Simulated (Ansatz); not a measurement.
# Sr2NbO2: the cost of one run

Computed with Ansatz 0.2.0 (DFT PBE, scalar-relativistic, plane waves, PAW, unless a step's input says otherwise).

1 further run of the same task is left out (it didn't finish). Runs told in other sessions of the task aren't counted.

## Step 1: The starting structure

The structure is trigonal, space group P-3m1 (No. 164). The conventional cell has a = 3.914 Å, b = 3.914 Å, c = 9.628 Å, α = 90.00°, β = 90.00°, γ = 120.00°. Sr (site symmetry 3m) is surrounded by 3 O at 2.41 Å. Nb (site symmetry -3m) has 2 O at 1.94 Å in its first shell of neighbours. O (site symmetry 3m) is surrounded by 1 Nb at 1.94 Å and 3 Sr at 2.41 Å.

Structure file:

```
Sr Nb O
1.0
     3.91382    0.00000    0.00000
    -1.95691    3.38947    0.00000
     0.00000    0.00000    9.62808
Sr Nb O
2 1 2
Direct
  0.33333 0.66667 0.28943
  0.66667 0.33333 0.71057
  0.00000 0.00000 0.00000
  0.00000 0.00000 0.20110
  0.00000 0.00000 0.79890
```

The cell was relaxed beforehand at this level, from a database cell with other species swapped in; it is a trial structure. At a tolerance of 0.05 Å it has space group P-3m1 (No. 164); it has 25.54 Å³/atom, an uncorrected energy of -1.67 eV/atom over the elements.

## Step 2: Static run: bands, density of states and charges

File input.yaml:

```yaml
crystal:
  lattice:
    - [3.9138239978, 0.0, 0.0]
    - [-1.9569119989, 3.389471008, 0.0]
    - [0.0, 0.0, 9.6280760111]
  atoms:
    - { symbol: Sr, position: [0.3333333333, 0.6666666667, 0.2894331997] }
    - { symbol: Sr, position: [0.6666666667, 0.3333333333, 0.7105668003] }
    - { symbol: Nb, position: [0.0, 0.0, 0.0] }
    - { symbol: O, position: [0.0, 0.0, 0.20109886] }
    - { symbol: O, position: [0.0, 0.0, 0.79890114] }
basis:
  ecutwfc: 420
kpoints:
  mp_grid: { grid: [12, 12, 4] }
  band_path:
    path:
      - [[0.0, 0.0, 0.0], [0.5, 0.0, 0.0], [0.33333333, 0.33333333, 0.0], [0.0, 0.0, 0.0], [0.0, 0.0, 0.5], [0.5, 0.0, 0.5], [0.33333333, 0.33333333, 0.5], [0.0, 0.0, 0.5]]
      - [[0.5, 0.0, 0.5], [0.5, 0.0, 0.0]]
      - [[0.33333333, 0.33333333, 0.5], [0.33333333, 0.33333333, 0.0]]
    npoints: 14
hamiltonian:
  xc: pbe
scf:
  occupations: { method: gaussian, width: 0.1 }
  n_extra_bands: 12
output:
  forces: true
  stress: true
  eigenvalues: true
  populations: true
  dos: { projected: true, de: 0.02, nscf_kmesh: { grid: [15, 15, 5] } }
  bader: true
  write_density: true
  write_potential: true
  elf: true
  volumetric_format: npy
```

On the command line:

```bash
> ansatz run input.yaml --threads 1 --pin off --max-ram 2560MiB --backend cpu --events-out ev --progress --plain --runs-dir out
```

**Question.** How long does this run take on 1 thread of Intel Xeon Platinum 8259CL at 2.50GHz (Skylake/Cascade Lake), shared host, and how much memory does it need?

About 1.7 min, with a peak of 0.69 GiB.
